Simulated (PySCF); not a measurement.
# Tl⁵³⁺, Tl⁵⁴⁺: ionisation energy in even-tempered 17s13p7d4f3g, part 2 of 2

Wanted: the ionisation energy of thallium, up a ladder of methods.

PySCF 2.14.0; even-tempered 17s13p7d4f3g, the spin-free X2C one-electron Hamiltonian (Gaussian nucleus). The scripts are equivalent inputs of a driver's runs. The steps go on from the part before.

## 3. Tl⁵⁴⁺: the ladder of methods

UHF:

The input, input.py:

```python
from pyscf import gto, scf, dft, mp, cc
mol = gto.M(atom="Tl 0 0 0", charge=54, spin=1, symmetry="D2h",
            basis=gto.etbs([(0, 17, 13, 2.5), (1, 13, 17, 2.5), (2, 7, 17, 2.5), (3, 4, 72, 2.7), (4, 3, 110, 2.7)]),
            nucmod="G")
mf = scf.UHF(mol).sfx2c1e()
mf.irrep_nelec = {'Ag': (5, 4), 'B1g': (1, 1), 'B2g': (1, 1), 'B3g': (1, 1), 'B1u': (2, 2), 'B2u': (2, 2), 'B3u': (2, 2)}
mf.kernel()
```

Log:

```text
damping factor = 0
level_shift factor = 0
DIIS = <class 'pyscf.scf.diis.CDIIS'>
diis_start_cycle = 1
diis_space = 10
diis_damp = 0
SCF conv_tol = 1e-09
SCF conv_tol_grad = None
number electrons alpha = 14  beta = 13
cycle= 1 E= -17866.6988148552  delta_E= -0.00747  |g|= 0.0381  |ddm|= 0.00712
cycle= 2 E= -17866.6988207046  delta_E= -5.85e-06  |g|= 0.00126  |ddm|= 0.000245
cycle= 3 E= -17866.6988207121  delta_E= -7.47e-09  |g|= 1.6e-05  |ddm|= 1.12e-05
cycle= 4 E= -17866.6988207121  delta_E=    0  |g|= 1.14e-06  |ddm|= 2.69e-07
converged SCF energy = -17866.6988207121  <S^2> = 0.75004507  2S+1 = 2.0000451
```

It used 10 s of CPU time after the integrals (shared host).

Orbital energies by shell (radii are means over both spins):

| shell | electrons | mean orbital energy (eV) | spread (eV) | rms radius (bohr) |
| --- | --- | --- | --- | --- |
| 1s α | 1 | -89214.2 | 0 | 0.0184 |
| 1s β | 1 | -89214.0 | 0 | 0.0184 |
| 2s α | 1 | -18602.7 | 0 | 0.0740 |
| 2s β | 1 | -18593.1 | 0 | 0.0740 |
| 2p α | 3 | -16509.5 | 9.924 | 0.0681 |
| 2p β | 3 | -16499.5 | 2.166 | 0.0681 |
| 3s α | 1 | -6688.9 | 0 | 0.185 |
| 3s β | 1 | -6676.8 | 0 | 0.185 |
| 3p α | 3 | -6068.6 | 12.028 | 0.186 |
| 3p β | 3 | -6054.1 | 5.264 | 0.186 |
| 3d α | 5 | -5432.4 | 16.872 | 0.168 |
| 3d β | 4 | -5422.9 | 12.744 | 0.168 |

⟨S²⟩ = 0.750, ⟨L²⟩ = 6.00.

Spin-orbit constants on these orbitals (cm⁻¹; bare nucleus, screened nucleus, mean field): 3d 384800, 337300, 331600. To first order in LS coupling the lowest level has J = 5/2 and lies 41.1 eV below the centre of the term.

Spin-orbit coupling, absent here, splits the open shell strongly.

LDA:

input.py, as changed from the run before:

```diff
@@ -4,3 +4,3 @@
             nucmod="G")
-mf = scf.UHF(mol).sfx2c1e()
+mf = dft.UKS(mol, xc="LDA,VWN").sfx2c1e()
 mf.irrep_nelec = {'Ag': (5, 4), 'B1g': (1, 1), 'B2g': (1, 1), 'B3g': (1, 1), 'B1u': (2, 2), 'B2u': (2, 2), 'B3u': (2, 2)}
```

Log:

```text
damping factor = 0
level_shift factor = 0
DIIS = <class 'pyscf.scf.diis.CDIIS'>
diis_start_cycle = 1
diis_space = 10
diis_damp = 0
SCF conv_tol = 1e-09
SCF conv_tol_grad = None
number electrons alpha = 14  beta = 13
XC functionals = LDA,VWN
    P. A. M. Dirac.,  Math. Proc. Cambridge Philos. Soc. 26, 376 (1930)
    F. Bloch.,  Z. Phys. 57, 545 (1929)
    S. H. Vosko, L. Wilk, and M. Nusair.,  Can. J. Phys. 58, 1200 (1980)
cycle= 1 E= -17855.9012428869  delta_E= -0.0306  |g|= 0.0965  |ddm|= 0.0387
cycle= 2 E= -17855.9012597186  delta_E= -1.68e-05  |g|= 0.00947  |ddm|= 0.0008
cycle= 3 E= -17855.9012600694  delta_E= -3.51e-07  |g|= 0.00073  |ddm|= 0.000115
cycle= 4 E= -17855.9012600719  delta_E= -2.52e-09  |g|= 4.98e-06  |ddm|= 9.05e-06
cycle= 5 E= -17855.9012600719  delta_E= 3.64e-12  |g|= 3.98e-08  |ddm|= 6.88e-08
converged SCF energy = -17855.9012600719  <S^2> = 0.75000578  2S+1 = 2.0000058
```

CPU time 1.2 s on a shared host, the integrals not counted.

PBE:

input.py, as changed from the run before:

```diff
@@ -4,3 +4,3 @@
             nucmod="G")
-mf = dft.UKS(mol, xc="LDA,VWN").sfx2c1e()
+mf = dft.UKS(mol, xc="PBE").sfx2c1e()
 mf.irrep_nelec = {'Ag': (5, 4), 'B1g': (1, 1), 'B2g': (1, 1), 'B3g': (1, 1), 'B1u': (2, 2), 'B2u': (2, 2), 'B3u': (2, 2)}
```

Log:

```text
damping factor = 0
level_shift factor = 0
DIIS = <class 'pyscf.scf.diis.CDIIS'>
diis_start_cycle = 1
diis_space = 10
diis_damp = 0
SCF conv_tol = 1e-09
SCF conv_tol_grad = None
number electrons alpha = 14  beta = 13
XC functionals = PBE
    J. P. Perdew, K. Burke, and M. Ernzerhof.,  Phys. Rev. Lett. 77, 3865 (1996)
    J. P. Perdew, K. Burke, and M. Ernzerhof.,  Phys. Rev. Lett. 78, 1396 (1997)
    J. P. Perdew, K. Burke, and M. Ernzerhof.,  Phys. Rev. Lett. 77, 3865 (1996)
    J. P. Perdew, K. Burke, and M. Ernzerhof.,  Phys. Rev. Lett. 78, 1396 (1997)
cycle= 1 E= -17868.7986414519  delta_E= -0.0243  |g|= 0.0398  |ddm|= 0.0304
cycle= 2 E= -17868.7986457163  delta_E= -4.26e-06  |g|= 0.00205  |ddm|= 0.000363
cycle= 3 E= -17868.7986457365  delta_E= -2.02e-08  |g|= 0.000251  |ddm|= 2.77e-05
cycle= 4 E= -17868.7986457369  delta_E= -3.09e-10  |g|= 3.79e-06  |ddm|= 3.08e-06
converged SCF energy = -17868.7986457369  <S^2> = 0.75000936  2S+1 = 2.0000094
```

CPU time 1.4 s on a shared host, the integrals not counted.

PBE0:

input.py, as changed from the run before:

```diff
@@ -4,3 +4,3 @@
             nucmod="G")
-mf = dft.UKS(mol, xc="PBE").sfx2c1e()
+mf = dft.UKS(mol, xc="PBE0").sfx2c1e()
 mf.irrep_nelec = {'Ag': (5, 4), 'B1g': (1, 1), 'B2g': (1, 1), 'B3g': (1, 1), 'B1u': (2, 2), 'B2u': (2, 2), 'B3u': (2, 2)}
```

Log:

```text
damping factor = 0
level_shift factor = 0
DIIS = <class 'pyscf.scf.diis.CDIIS'>
diis_start_cycle = 1
diis_space = 10
diis_damp = 0
SCF conv_tol = 1e-09
SCF conv_tol_grad = None
number electrons alpha = 14  beta = 13
XC functionals = PBE0
    C. Adamo and V. Barone.,  J. Chem. Phys. 110, 6158 (1999)
    M. Ernzerhof and G. E. Scuseria.,  J. Chem. Phys. 110, 5029 (1999)
cycle= 1 E= -17868.6587059558  delta_E= -0.0154  |g|= 0.0337  |ddm|= 0.0224
cycle= 2 E= -17868.6587086566  delta_E= -2.7e-06  |g|= 0.00117  |ddm|= 0.00019
cycle= 3 E= -17868.6587086624  delta_E= -5.78e-09  |g|= 0.000128  |ddm|= 1.5e-05
cycle= 4 E= -17868.6587086624  delta_E= -5.09e-11  |g|= 5.69e-06  |ddm|= 1.59e-06
converged SCF energy = -17868.6587086624  <S^2> = 0.75001532  2S+1 = 2.0000153
```

CPU time 2.7 s on a shared host, the integrals not counted.

r2SCAN:

input.py, as changed from the run before:

```diff
@@ -4,3 +4,3 @@
             nucmod="G")
-mf = dft.UKS(mol, xc="PBE0").sfx2c1e()
+mf = dft.UKS(mol, xc="R2SCAN").sfx2c1e()
 mf.irrep_nelec = {'Ag': (5, 4), 'B1g': (1, 1), 'B2g': (1, 1), 'B3g': (1, 1), 'B1u': (2, 2), 'B2u': (2, 2), 'B3u': (2, 2)}
```

Log:

```text
damping factor = 0
level_shift factor = 0
DIIS = <class 'pyscf.scf.diis.CDIIS'>
diis_start_cycle = 1
diis_space = 10
diis_damp = 0
SCF conv_tol = 1e-09
SCF conv_tol_grad = None
number electrons alpha = 14  beta = 13
XC functionals = R2SCAN
    J. W. Furness, A. D. Kaplan, J. Ning, J. P. Perdew, and J. Sun.,  J. Phys. Chem. Lett. 11, 8208-8215 (2020)
    J. W. Furness, A. D. Kaplan, J. Ning, J. P. Perdew, and J. Sun.,  J. Phys. Chem. Lett. 11, 9248-9248 (2020)
    J. W. Furness, A. D. Kaplan, J. Ning, J. P. Perdew, and J. Sun.,  J. Phys. Chem. Lett. 11, 8208-8215 (2020)
    J. W. Furness, A. D. Kaplan, J. Ning, J. P. Perdew, and J. Sun.,  J. Phys. Chem. Lett. 11, 9248-9248 (2020)
cycle= 1 E= -17869.2264089347  delta_E= -0.0146  |g|= 0.0379  |ddm|= 0.0175
cycle= 2 E= -17869.2264118691  delta_E= -2.93e-06  |g|= 0.00122  |ddm|= 0.000183
cycle= 3 E= -17869.226411875  delta_E= -5.92e-09  |g|= 0.000128  |ddm|= 1.47e-05
cycle= 4 E= -17869.2264118751  delta_E= -6.91e-11  |g|= 8.3e-06  |ddm|= 1.65e-06
converged SCF energy = -17869.2264118751  <S^2> = 0.75002146  2S+1 = 2.0000215
```

It used 3 s of CPU time after the integrals (shared host).

BHandHLYP:

input.py, as changed from the run before:

```diff
@@ -4,3 +4,3 @@
             nucmod="G")
-mf = dft.UKS(mol, xc="R2SCAN").sfx2c1e()
+mf = dft.UKS(mol, xc="BHANDHLYP").sfx2c1e()
 mf.irrep_nelec = {'Ag': (5, 4), 'B1g': (1, 1), 'B2g': (1, 1), 'B3g': (1, 1), 'B1u': (2, 2), 'B2u': (2, 2), 'B3u': (2, 2)}
```

Log:

```text
damping factor = 0
level_shift factor = 0
DIIS = <class 'pyscf.scf.diis.CDIIS'>
diis_start_cycle = 1
diis_space = 10
diis_damp = 0
SCF conv_tol = 1e-09
SCF conv_tol_grad = None
number electrons alpha = 14  beta = 13
XC functionals = BHANDHLYP
    A. D. Becke.,  J. Chem. Phys. 98, 1372 (1993)
    Defined through Gaussian implementation.
cycle= 1 E= -17869.1800288841  delta_E= -0.0104  |g|= 0.0324  |ddm|= 0.0162
cycle= 2 E= -17869.1800314546  delta_E= -2.57e-06  |g|= 0.000925  |ddm|= 0.000259
cycle= 3 E= -17869.1800314567  delta_E= -2.12e-09  |g|= 6.55e-05  |ddm|= 6.05e-06
cycle= 4 E= -17869.1800314568  delta_E= -3.27e-11  |g|= 5.43e-06  |ddm|= 8.3e-07
converged SCF energy = -17869.1800314568  <S^2> = 0.7500231  2S+1 = 2.0000231
```

It used 2.7 s of CPU time after the integrals (shared host).

B3LYP:

input.py, as changed from the run before:

```diff
@@ -4,3 +4,3 @@
             nucmod="G")
-mf = dft.UKS(mol, xc="BHANDHLYP").sfx2c1e()
+mf = dft.UKS(mol, xc="B3LYP").sfx2c1e()
 mf.irrep_nelec = {'Ag': (5, 4), 'B1g': (1, 1), 'B2g': (1, 1), 'B3g': (1, 1), 'B1u': (2, 2), 'B2u': (2, 2), 'B3u': (2, 2)}
```

Log:

```text
damping factor = 0
level_shift factor = 0
DIIS = <class 'pyscf.scf.diis.CDIIS'>
diis_start_cycle = 1
diis_space = 10
diis_damp = 0
SCF conv_tol = 1e-09
SCF conv_tol_grad = None
number electrons alpha = 14  beta = 13
XC functionals = B3LYP
    P. J. Stephens, F. J. Devlin, C. F. Chabalowski, and M. J. Frisch.,  J. Phys. Chem. 98, 11623 (1994)
cycle= 1 E= -17868.973151144  delta_E= -0.0177  |g|= 0.0342  |ddm|= 0.0252
cycle= 2 E= -17868.9731538277  delta_E= -2.68e-06  |g|= 0.000991  |ddm|= 0.000231
cycle= 3 E= -17868.9731538297  delta_E= -2.05e-09  |g|= 2.02e-05  |ddm|= 5.1e-06
cycle= 4 E= -17868.9731538297  delta_E= -1.09e-11  |g|= 2.05e-06  |ddm|= 2.14e-07
converged SCF energy = -17868.9731538297  <S^2> = 0.75001347  2S+1 = 2.0000135
```

It used 2.7 s of CPU time after the integrals (shared host).

MP2 (outer shells):

input.py, as changed from the run before:

```diff
@@ -4,4 +4,5 @@
             nucmod="G")
-mf = dft.UKS(mol, xc="B3LYP").sfx2c1e()
+mf = scf.UHF(mol).sfx2c1e()
 mf.irrep_nelec = {'Ag': (5, 4), 'B1g': (1, 1), 'B2g': (1, 1), 'B3g': (1, 1), 'B1u': (2, 2), 'B2u': (2, 2), 'B3u': (2, 2)}
 mf.kernel()
+mp.UMP2(mf, frozen=5).kernel()
```

This step left no log, only its results.

CPU time 1.6 s on a shared host, the integrals not counted.

With 17 electrons correlated, the MP2 correlation energy is -0.72550 hartree (-0.23995 same spin, -0.48555 opposite spin); the SCS form gives -0.66264. Largest pairs of shells: 3d-3d -0.3297, 3p-3d -0.2358, 3p-3p -0.0675, 3s-3d -0.0526, 3s-3p -0.0346.

Radial density 4πr²ρ of Tl⁵⁴⁺ at UHF, without picture-change correction:

| r (bohr) | density | spin density |
| --- | --- | --- |
| 0.000392 | 5.75 | 0.000 |
| 0.000659 | 11.4 | 0.000 |
| 0.00111 | 21.7 | 0.000 |
| 0.00186 | 39.5 | 0.000 |
| 0.00314 | 66.6 | -0.001 |
| 0.00527 | 98.2 | -0.001 |
| 0.00887 | 117 | 0.000 |
| 0.0149 | 106 | 0.005 |
| 0.0251 | 101 | 0.069 |
| 0.0422 | 142 | 0.605 |
| 0.0710 | 123 | 3.098 |
| 0.119 | 113 | 6.843 |
| 0.201 | 79.8 | 3.850 |
| 0.338 | 4.84 | 0.225 |
| 0.568 | 0.0132 | 0.001 |

## 4. How the shells move

Highest occupied Hartree-Fock shell of each state: Tl⁵³⁺ 3d at -5282.7 eV; Tl⁵⁴⁺ 3d β at -5422.9 eV.

## 5. The energy differences

Ionisation energy: Tl⁵³⁺ [Ar] 3d10 (1S) → Tl⁵⁴⁺ [Ar] 3d9 (2D).

| method | value (eV) | less the reference (eV) | CPU time, both states (s) |
| --- | --- | --- | --- |
| UHF | 5278.5 | +3.4 | 19 |
| LDA | 5274.9 | -0.3 | 2.4 |
| PBE | 5274.1 | -1.0 | 2.9 |
| PBE0 | 5275.8 | +0.7 | 5.4 |
| r2SCAN | 5276.5 | +1.4 | 6.2 |
| BHandHLYP | 5277.0 | +1.9 | 4.9 |
| B3LYP | 5275.5 | +0.4 | 5.4 |
| MP2 (outer shells) | 5280.1 | +5.0 | 23 |
| SCS-MP2 (outer shells) | 5279.8 | +4.7 | 23 |

Reference: 5234 ± 5 eV (theoretical estimate listed by NIST; NIST Atomic Spectra Database, ionization energies). A first-order spin-orbit estimate (lowest level to lowest level, LS coupling) adds -41.119 eV; the last energy column includes it. For this ion Breit and QED terms and the two-electron picture change, all absent here, are large against electron correlation.

Times are CPU seconds on a shared host without the integrals; correlated rows include their Hartree-Fock run, whose time holds the symmetry-adapted start and any spin-orbit constants, while functionals begin from orbitals already made.

## 6. What came out

What follows sums up all 2 parts.

```
                quantity                                                         value
ionisation energy, Tl⁵³⁺  UHF 5278.5, MP2 (outer shells) 5280.1 eV; reference 5234 ± 5
```

In words: The methods span 5.976 eV, from PBE (5274.1) to MP2 (outer shells) (5280.1). The reference is uncertain or not like for like (spin-orbit coupling or other relativistic terms), so no ranking of close methods is drawn. All values hold for this basis alone; no basis-set limit was taken.
